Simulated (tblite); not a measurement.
# C7H13BN2: the cost of one run

Computed with tblite 0.8.0 and PySCF 2.14.0, with density-fitted response routines of our own, on a single molecule, in the gas phase or a continuum. Atoms count from 0, in the outputs and in this text.

**1. The starting structure**

23 atoms, charge 0, multiplicity 1; geometry from: force field or distance geometry start.

Bonds of the start (Å): C0–N1 1.47, N1–C2 1.45, N1–B3 1.52, B3–N4 1.53, N4–C5 1.34, C5–C6 1.39, C6–C7 1.38, C7–C8 1.38, C8–C9 1.38, C9–N4 1.35, C0–H10 1.12, C0–H11 1.10, C0–H12 1.12, C2–H13 1.10, C2–H14 1.12, C2–H15 1.12, B3–H16 1.18, B3–H17 1.17, C5–H18 1.08, C6–H19 1.10, C7–H20 1.09, C8–H21 1.08, C9–H22 1.07.

**2. Optimising the geometry with GFN2-xTB**

What the job is given:

```
{"job": {"kind": "relax", "xc": "GFN2-xTB", "basis": "xTB"}, "charge": 0, "multiplicity": 1}
C      2.167800    -1.015200     0.506800
N      1.570900     0.322000     0.586800
C      2.678400     1.231100     0.786400
B      0.697500     0.666000    -0.608900
N     -0.743700     0.207400    -0.350100
C     -1.614100     0.878100     0.416600
C     -2.915300     0.446600     0.617200
C     -3.366300    -0.714400     0.017700
C     -2.469600    -1.400000    -0.779500
C     -1.181200    -0.920200    -0.946000
H      3.177900    -0.898300     0.041600
H      1.571400    -1.726700    -0.083800
H      2.265200    -1.344100     1.571700
H      3.616900     0.654300     0.789000
H      2.704900     2.041700     0.019500
H      2.558000     1.697500     1.796800
H      1.122200     0.135100    -1.571600
H      0.785800     1.818600    -0.776300
H     -1.331000     1.787100     0.927300
H     -3.601600     1.010700     1.267700
H     -4.394400    -1.050700     0.175700
H     -2.778400    -2.306200    -1.276800
H     -0.525900    -1.493200    -1.571900
```

The run is started by

```console
OMP_NUM_THREADS=1 python probes_run.py task.json out
```

One launch serves the whole session: the jobs run in the order shown.

**Question.** How long does this first job take on 1 thread of Arm Neoverse V1, shared host, and how much memory does it need?

About 1.8 s, with a peak of 0.18 GiB.
